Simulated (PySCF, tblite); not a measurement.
**C6H4FS−: geometry, infrared bands and NMR shifts**

Aim: predict the infrared bands and NMR shifts of C6H4FS− (`Fc1ccccc1[S-]`).

The runs use tblite 0.8.0 and PySCF 2.14.0, with density-fitted response routines of our own; the level of theory stands in each step. All values are computed, except where a source is named. Atoms count from 0, in the outputs and in this text.

## (1) The molecule as given

12 atoms, charge -1, multiplicity 1; geometry from: force field or distance geometry start.

Bonds of the start (Å): F0–C1 1.37, C1–C2 1.36, C2–C3 1.41, C3–C4 1.37, C4–C5 1.38, C5–C6 1.39, C6–S7 1.81, C6–C1 1.38, C2–H8 1.09, C3–H9 1.08, C4–H10 1.09, C5–H11 1.08.

## (2) Geometry optimisation with GFN2-xTB

Job settings and geometry (Å):

```
{"job": {"kind": "relax", "xc": "GFN2-xTB", "basis": "xTB"}, "charge": -1, "multiplicity": 1}
F      1.203000    -2.374600     0.186800
C      0.549000    -1.173300     0.081100
C     -0.815000    -1.139300     0.041800
C     -1.487000     0.094600    -0.069400
C     -0.710500     1.226500    -0.095700
C      0.665900     1.196900    -0.054000
C      1.320100    -0.027100     0.044000
S      3.119800    -0.158300     0.125100
H     -1.369900    -2.081400     0.077800
H     -2.568900     0.128000    -0.098000
H     -1.165400     2.213200    -0.182000
H      1.260100     2.094200    -0.083700
```

The run is started by

```
$ OMP_NUM_THREADS=1 python probes_run.py task.json out
```

One launch serves the whole session: the jobs run in the order shown.

**Question.** This job is followed by: GFN2-xTB harmonic vibrations, gas phase; GIAO PBE0/pcSseg-1 NMR shielding, non-relativistic, gas phase. What will the session give for the following? strongest single infrared mode (GFN2-xTB); zero-point energy (GFN2-xTB); 13C shifts against TMS (PBE0/pcSseg-1); 1H shifts against TMS (PBE0/pcSseg-1); 19F shifts against CFCl3 (PBE0/pcSseg-1); 33S shifts against CS2 (PBE0/pcSseg-1).

As calculated:

| quantity | value |
| --- | --- |
| strongest single infrared mode (GFN2-xTB) | 3053 cm⁻¹, 205 km/mol |
| zero-point energy (GFN2-xTB) | 49.6 kcal/mol |
| 13C shifts against TMS (PBE0/pcSseg-1) | 174.7, 168.2, 144.7, 123.3, 115.3, 108.6 ppm |
| 1H shifts against TMS (PBE0/pcSseg-1) | 7.62, 6.25, 6.16, 5.62 ppm |
| 19F shifts against CFCl3 (PBE0/pcSseg-1) | -121.6 ppm |
| 33S shifts against CS2 (PBE0/pcSseg-1) | 38 ppm |

In words: Relaxing lowered the energy by 0.210 eV in 17 steps; the close pair that moved most is C6–S7, from 1.806 to 1.699 Å. No mode is imaginary among the 30: a minimum at this level. The strongest single mode, at 3053 cm⁻¹, moves mainly H8 and H9. GFN2-xTB is a fitted tight-binding method: band positions and strengths are rough. Its intensities can rank the bands wrongly. At PBE0/pcSseg-1: The largest span, 298 ppm, is at S7, where the paramagnetic term is -591 ppm. NICS(1)zz of -19 ppm above the planar ring from C1 marks a diatropic (aromatic) ring current.
